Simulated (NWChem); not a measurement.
# TiHSCl2F (SMILES [F][Ti]([SH])([Cl])[Cl]): levels of theory compared

Wanted: a comparison of 5 runs (HF/STO-3G, HF/3-21G, B3LYP/6-31G*, TPSS/pcseg-1) of TiHSCl2F. 

The calculation is run with NWChem 7.3.0.

## 1. The structure to begin with

TiHSCl2F: 6 atoms, total charge 0, spin state singlet. As SMILES, `[F][Ti]([SH])([Cl])[Cl]`. The coordinates come from a PBE0-D4/def2-TZVP relaxation. This is one conformer, not always the lowest.

Bond lengths: F1–Ti2 1.736 Å, Ti2–S3 2.261 Å, Ti2–Cl4 2.171 Å, Ti2–Cl5 2.177 Å, S3–H6 1.349 Å. Angles: F1–Ti2–S3 107.5°, F1–Ti2–Cl4 113.0°, F1–Ti2–Cl5 109.5°, S3–Ti2–Cl4 106.9°, S3–Ti2–Cl5 109.7°, Cl4–Ti2–Cl5 110.0°, Ti2–S3–H6 89.8°.

## 2. Energy and forces at HF/STO-3G (run 1)

Input file nw.nw:

```
start nw
memory total 2200 mb
charge 0

geometry noautosym nocenter noautoz
  F     -1.566400     0.055900     0.865000
  Ti    -0.316800     0.049600    -0.339800
  S      1.590100    -0.640700     0.660700
  Cl    -0.711500    -1.332400    -1.966300
  Cl    -0.049400     2.063200    -1.122300
  H      1.096200    -0.259700     1.856500
end

basis "ao basis" spherical bse
  * library STO-3G
end

scf
  thresh 1e-08
  maxiter 80
  noprint "final vectors analysis"
end

task scf gradient
```

Command:

```bash
$ nwchem nw.nw > nw.out
```

Log:

```text
[...]
  functions       =    51
[...]
  wavefunction    = RHF
[...]
         Total SCF energy =  -2241.158291328540
      One-electron energy =  -4165.824809361908
      Two-electron energy =   1386.539022163398
 Nuclear repulsion energy =    538.127495869970
        Time for solution =      7.2s
[...]
                         RHF ENERGY GRADIENTS
    atom               coordinates                        gradient
                 x          y          z           x          y          z
   1 F      -2.960067   0.105636   1.634613   -0.041714   0.000044   0.043968
   2 Ti     -0.598665   0.093730  -0.642129    0.015655   0.008213  -0.053467
   3 S       3.004853  -1.210747   1.248542    0.026241  -0.010949  -0.002411
   4 Cl     -1.344540  -2.517871  -3.715768    0.005305   0.004078   0.004550
   5 Cl     -0.093352   3.898883  -2.120839    0.002458  -0.005414   0.000934
   6 H       2.071518  -0.490762   3.508276   -0.007946   0.004027   0.006426
[...]
```

It took 11 s on 1 thread of Intel Xeon Platinum 8375C at 2.90GHz (Ice Lake), shared host; peak memory 0.099 GiB.

## 3. Energy and forces at HF/3-21G (run 2)

Input file run.py:

```python
from ase import Atoms
from ase.calculators.nwchem import NWChem

atoms = Atoms(['F', 'Ti', 'S', 'Cl', 'Cl', 'H'], positions=[
    [-1.566400, 0.055900, 0.865000],
    [-0.316800, 0.049600, -0.339800],
    [1.590100, -0.640700, 0.660700],
    [-0.711500, -1.332400, -1.966300],
    [-0.049400, 2.063200, -1.122300],
    [1.096200, -0.259700, 1.856500],
])

calc = NWChem(
    label='cl2fhsti',
    theory='scf',
    memory='2200 mb',
    basis='3-21G',
    basispar='spherical bse',
    scf={'nopen': '0', 'rhf': None, 'thresh': '1e-08', 'maxiter': '80'},
)
atoms.calc = calc

forces = atoms.get_forces()
print("Total energy (eV):", round(atoms.get_potential_energy(), 6))
print("forces (eV/A):")
for s, f in zip(atoms.symbols, forces):
    print(f"{s:2s} {f[0]:10.5f} {f[1]:10.5f} {f[2]:10.5f}")
print("dipole (e A):", atoms.get_dipole_moment().round(4))
```

Command:

```bash
$ export ASE_NWCHEM_COMMAND="nwchem PREFIX.nwi > PREFIX.nwo"
$ python run.py
```

Log:

```text
Total energy (eV): -61337.594921
forces (eV/A):
F     0.83288   -0.03816   -0.78959
Ti   -1.02171   -0.09616    0.89845
S     0.00653   -0.01954    0.03846
Cl   -0.16825   -0.40644   -0.43704
Cl    0.06649    0.59639   -0.18656
H     0.28406   -0.03615    0.47627
dipole (e A): [-0.0893 -0.0006  0.4561]
```

The calculator wrote cl2fhsti.nwi:

```
title "cl2fhsti"

permanent_dir cl2fhsti

scratch_dir cl2fhsti

start cl2fhsti

geometry units angstrom nocenter noautosym noautoz
  F  -1.5664000000000000e+00 5.5899999999999998e-02 8.6499999999999999e-01
  Ti -3.1680000000000003e-01 4.9599999999999998e-02 -3.3979999999999999e-01
  S  1.5901000000000001e+00 -6.4070000000000005e-01 6.6069999999999995e-01
  Cl -7.1150000000000002e-01 -1.3324000000000000e+00 -1.9662999999999999e+00
  Cl -4.9399999999999999e-02 2.0632000000000001e+00 -1.1223000000000001e+00
  H  1.0962000000000001e+00 -2.5969999999999999e-01 1.8565000000000000e+00
end

memory 2200 mb

basis spherical bse noprint
   * library 3-21G
end

scf
  nopen 0
  rhf
  thresh 1e-08
  maxiter 80
end

task scf gradient
```

cl2fhsti.nwo:

```text
Northwest Computational Chemistry Package (NWChem) 7.3.0
             --------------------------------------------------------

           Job information
           ---------------

    nwchem branch   = 7.3.0
    use scalapack   = T
    input           = cl2fhsti.nwi
    prefix          = cl2fhsti.
    data base       = cl2fhsti/cl2fhsti.db
    status          = startup
    nproc           =        1

           Memory information
           ------------------

    heap     =     72089598 doubles =      550.0 Mbytes
    stack    =     72089595 doubles =      550.0 Mbytes
    global   =    144179200 doubles =     1100.0 Mbytes (distinct from heap & stack)
    total    =    288358393 doubles =     2200.0 Mbytes
    verify   = yes
    hardfail = no

           Directory information
           ---------------------

  0 permanent = cl2fhsti
  0 scratch   = cl2fhsti

                                NWChem Input Module
                                -------------------

                                     cl2fhsti
                                     --------

[... 123 lines left out ...]
 Convergence threshold     :          1.000E-08
[... 12 lines left out ...]
       Final RHF  results
[... 3 lines left out ...]
      One-electron energy =  -4177.838200113957
[... 1 line left out ...]
 Nuclear repulsion energy =    538.127495869969
[... 59 lines left out ...]
                       ROHF Final Molecular Orbital Analysis
[... 276 lines left out ...]
                              NWChem Gradients Module
                              -----------------------

                                     cl2fhsti

  wavefunction    =   RHF

                         RHF ENERGY GRADIENTS

    atom               coordinates                        gradient
                 x          y          z           x          y          z
   1 F      -2.960067   0.105636   1.634613   -0.016197   0.000742   0.015355
   2 Ti     -0.598665   0.093730  -0.642129    0.019869   0.001870  -0.017472
   3 S       3.004853  -1.210747   1.248542   -0.000127   0.000380  -0.000748
   4 Cl     -1.344540  -2.517871  -3.715768    0.003272   0.007904   0.008499
   5 Cl     -0.093352   3.898883  -2.120839   -0.001293  -0.011598   0.003628
   6 H       2.071518  -0.490762   3.508276   -0.005524   0.000703  -0.009262

                 ----------------------------------------
                 |  Time  |  1-e(secs)   |  2-e(secs)   |
                 ----------------------------------------
                 |  CPU   |       0.00   |       3.33   |
                 ----------------------------------------
                 |  WALL  |       0.00   |       3.33   |
                 ----------------------------------------

 Task  times  cpu:       17.6s     wall:       17.6s
 Total times  cpu:       17.7s     wall:       17.7s
```

It took 19 s on 1 thread of Intel Xeon Platinum 8375C at 2.90GHz (Ice Lake), shared host; peak memory 0.1 GiB.

Runs 3 to 4 aren't shown in full; the table further down has their settings and results.

## 4. Energy and forces at B3LYP/6-31G(d) (Cartesian functions) (run 5)

Input file mymol.nw:

```
start mymol
title "Cl2FHSTi gradient"
memory total 2200 mb

geometry noautosym nocenter noautoz
 F     -1.566400     0.055900     0.865000
 Ti    -0.316800     0.049600    -0.339800
 S      1.590100    -0.640700     0.660700
 Cl    -0.711500    -1.332400    -1.966300
 Cl    -0.049400     2.063200    -1.122300
 H      1.096200    -0.259700     1.856500
end

basis cartesian
 * library 6-31G*
end

dft
 xc b3lyp
 grid fine
 convergence energy 1e-08
 maxiter 100
 mulliken
 print medium
end

task dft gradient
```

Command:

```bash
$ nwchem mymol.nw > mymol.out
```

Log:

```text
[...]
          Wavefunction type:  closed shell.
          No. of atoms     :     6
          No. of electrons :    82
[...]
          Charge           :     0
          Spin multiplicity:     1
[...]
          AO basis - number of functions:   113
[...]
              XC Information
              --------------
                         B3LYP Method XC Potential
                     Hartree-Fock (Exact) Exchange  0.200
                        Slater Exchange Functional  0.800 local
                    Becke 1988 Exchange Functional  0.720 non-local
              Lee-Yang-Parr Correlation Functional  0.810
                  VWN I RPA Correlation Functional  0.190 local
[...]
 d= 0,ls=0.0,diis     1  -2268.1655014655 -2.81D+03  8.53D-02  3.91D+00     5.5
[...]
 d= 0,ls=0.5,diis    42  -2268.7024485809 -7.85D-09  1.38D-06  7.41D-09   167.5
         Total DFT energy =    -2268.702448585300
      One electron energy =    -4196.917665019770
           Coulomb energy =     1525.248651297884
    Exchange-Corr. energy =     -135.160930733384
 Nuclear repulsion energy =      538.127495869970
[...]
      Total Density - Mulliken Population Analysis
     ---------------------------------------------
    Atom       Charge   Shell Charges
 -----------   ------   -------------------------------------------------------
    1 F    9     9.35   1.99  0.96  3.29  0.97  2.08  0.06
    2 Ti  22    21.07   2.00  2.00  5.99  2.07  6.11  0.08  0.62 -0.00  0.01  0.92  1.33 -0.06
    3 S   16    16.24   2.00  1.99  5.97  1.41  3.08  0.52  1.26  0.01
    4 Cl  17    17.23   2.00  1.99  5.97  1.46  3.63  0.55  1.66 -0.03
    5 Cl  17    17.24   2.00  1.99  5.97  1.46  3.63  0.55  1.67 -0.03
    6 H    1     0.87   0.50  0.37
[...]
  wavefunction    = closed shell
                         DFT ENERGY GRADIENTS
    atom               coordinates                        gradient
                 x          y          z           x          y          z
   1 F      -2.960067   0.105636   1.634613   -0.000606   0.000030   0.000609
   2 Ti     -0.598665   0.093730  -0.642129    0.004108   0.000944  -0.003406
   3 S       3.004853  -1.210747   1.248542   -0.004229   0.001985  -0.000143
   4 Cl     -1.344540  -2.517871  -3.715768    0.001651   0.003982   0.004769
   5 Cl     -0.093352   3.898883  -2.120839   -0.000507  -0.006434   0.002323
   6 H       2.071518  -0.490762   3.508276   -0.000417  -0.000507  -0.004153
[...]
```

It took 3.3 min on 1 thread of Intel Xeon Platinum 8375C at 2.90GHz (Ice Lake), shared host; peak memory 0.14 GiB.

## 5. The series

| run | level | iteration cap | module | energy (Eh) | dipole moment (D) | largest force (eV/Å) | wall time |
| --- | --- | --- | --- | --- | --- | --- | --- |
| 1 | HF/STO-3G | 80 | scf | -2241.158291 | 2.65 | 3.117 | 11 s |
| 2 | HF/3-21G | 80 | scf | -2254.115056 | 2.23 | 1.364 | 19 s |
| 3 | B3LYP/6-31G* (spherical functions) | 100 | dft | -2268.678996 | – | 0.562 | 3.3 min |
| 4 | TPSS/pcseg-1 | 100 | dft | -2268.704408 | 1.29 | 0.690 | 88 s |
| 5 | B3LYP/6-31G* (Cartesian functions) | 100 | dft | -2268.702449 | 1.38 | 0.353 | 3.3 min |

## 6. Outcome

| quantity | value |
| --- | --- |
| run 5: total energy | -2268.70245 Eh |
| run 5: dipole moment | 1.38 D |
| run 5: HOMO energy | -8.10 eV |
| run 5: LUMO energy | -3.67 eV |
| run 5: HOMO–LUMO gap | 4.43 eV |
| run 5: largest force on an atom | 0.353 eV/Å |

Over runs 1, 2, 4, 5 the dipole moment (its size) runs from 1.29 D (TPSS/pcseg-1) to 2.65 D (HF/STO-3G). The two ends differ in method and basis. Totals of different functionals can't be ranked against each other. In run 1 the basis is minimal, so the values are rough. All runs together took 8.5 min, the longest 3.3 min.
